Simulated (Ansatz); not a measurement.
# HBr (singlet): from Hartree-Fock to the top rungs at distance Br1–H2 = 1.421 Å, cc-pVTZ

An exercise on one series of results from a longer session: the logs are not shown, and one member is left open.

Computed with Ansatz 0.2.0, Gaussian basis. Level: cc-pVTZ, core rule «outside noble gas», up to 14 orbitals frozen.

The runs, in order: UHF; CCSD(T) on RHF; BCCD(T) on RHF; CISD; CCSDT(Q) on RHF; CASSCF and MRCISD+Q, 2 electrons in 2 orbitals; CASSCF and NEVPT2, 2 electrons in 2 orbitals; CASSCF and MRCISD+Q, 8 electrons in 5 orbitals; CASSCF and NEVPT4(SD), 8 electrons in 5 orbitals; CASSCF and NEVPT2, 8 electrons in 5 orbitals.

11 further runs of the same task are left out: 9 that didn't finish, 2 set aside as unsound or not needed.

## What is computed

The geometry derives from a PBE0/def2-TZVP stationary point (not a proven minimum). One bond is set to the value named and the two fragments are kept rigid. No spin-orbit coupling is included. The filled d shell of Br may be among the frozen orbitals whatever the setting's name suggests; the logs give the count.

2 atoms, charge 0, spin multiplicity 1.

Atoms are counted from 1 here; the program's logs count them from 0.

Bond lengths: Br1–H2 1.421 Å.

The first run:

Input file in.yaml:

```yaml
crystal:
  periodic: [false, false, false]
  atoms:
    - {symbol: Br, position_ang: [0.000000, 0.000000, 0.000000]}
    - {symbol: H, position_ang: [0.000000, 0.000000, 1.420600]}
basis:
  gaussian: {orbitals: cc-pVTZ}
magnetization: {spin_polarized: true, initial_magnetization: 0}
hamiltonian: {xc: hf}
output: {orbitals: {seedname: orbitals}}
```

Started as:

```console
$ ansatz run in.yaml --threads 1 --pin off --events-out ev --progress --plain --max-ram 2393MiB
```

Steps of the session up to this table: UHF; CCSD(T) on RHF; BCCD(T) on RHF; CISD; CCSDT(Q) on RHF; CASSCF and MRCISD+Q, 2 electrons in 2 orbitals; CASSCF and NEVPT2, 2 electrons in 2 orbitals; CASSCF and MRCISD+Q, 8 electrons in 5 orbitals; CASSCF and NEVPT4(SD), 8 electrons in 5 orbitals; CASSCF and NEVPT2, 8 electrons in 5 orbitals.

One table of the session follows, with a row left open; its other results are not shown here.

| method | from RCCSDT(Q) (kJ/mol) |
| --- | --- |
| RHF | ? |
| RMP2 | +68.6 |
| CISD | +41.7 |
| RCCSD | +18.7 |
| RCCSD(T) | +1.9 |
| BCCD(T) | +1.9 |
| RCCSDT | +0.6 |
| RCCSDT(Q) | 0 |
| CASSCF pair | +479.8 |
| NEVPT2 pair | +68.5 |
| MRCISD pair | +34.9 |
| MRCISD+Q pair | +4.2 |
| CASSCF valence | +476.6 |
| NEVPT2 valence | +108.7 |
| NEVPT4(SD) valence | +12.9 |
| MRCISD valence | +34.3 |
| MRCISD+Q valence | +4.3 |

**Question.** Estimate the row for RHF.

As computed: from RCCSDT(Q) (kJ/mol): +524.2. In the column «from RCCSDT(Q) (kJ/mol)» it is the highest.
